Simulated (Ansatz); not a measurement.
# Tl2Os: the cost of one run

Computed with Ansatz 0.2.0 (DFT PBE, scalar-relativistic, plane waves, PAW, unless a step's input says otherwise).

**1. The starting structure**

Symmetry: R-3m, No. 166, trigonal system. Conventional cell: a = 3.838 Å, b = 3.838 Å, c = 17.389 Å, α = 90.00°, β = 90.00°, γ = 120.00°. Tl (site symmetry 3m) is surrounded by 3 Os at 2.65 Å. Os (site symmetry -3m) has 6 Tl at 2.65 Å as nearest neighbours.

Coordinates:

```
CELL_PARAMETERS angstrom
1.91918 1.10804 5.79641
-1.91918 1.10804 5.79641
0.00000 -2.21608 5.79641
ATOMIC_POSITIONS crystal
Tl 0.75000 0.75000 0.75000
Tl 0.25000 0.25000 0.25000
Os 0.00000 0.00000 0.00000
```

(A quick probe on a coarse mesh, which set the mesh and smearing, is not shown.)

**3. A loose first relaxation**

input.yaml

```yaml
crystal:
  lattice:
    - [1.919177524, 1.1080376601, 5.7964070726]
    - [-1.919177524, 1.1080376601, 5.7964070726]
    - [0.0, -2.2160753201, 5.7964070726]
  atoms:
    - { symbol: Tl, position: [0.75, 0.75, 0.75] }
    - { symbol: Tl, position: [0.25, 0.25, 0.25] }
    - { symbol: Os, position: [0.0, 0.0, 0.0] }
basis:
  ecutwfc: 420
kpoints:
  mp_grid: { grid: [6, 6, 6] }
hamiltonian:
  xc: pbe
scf:
  occupations: { method: gaussian, width: 0.1 }
  lower_state_search: "off"
output:
  forces: true
  stress: true
  eigenvalues: true
relax:
  adjacent_minimum: "off"
  f_tol: 0.04
  max_steps: 70
  cell: { stress_tol: 0.4 }
```

Command:

```console
$ ansatz run input.yaml --threads 1 --pin off --max-ram 2560MiB --backend cpu --events-out ev --progress --plain --runs-dir out
```

What time and memory should one allow on 1 thread of Arm Neoverse V2, shared host?

About 66 s, with a peak of 0.38 GiB.
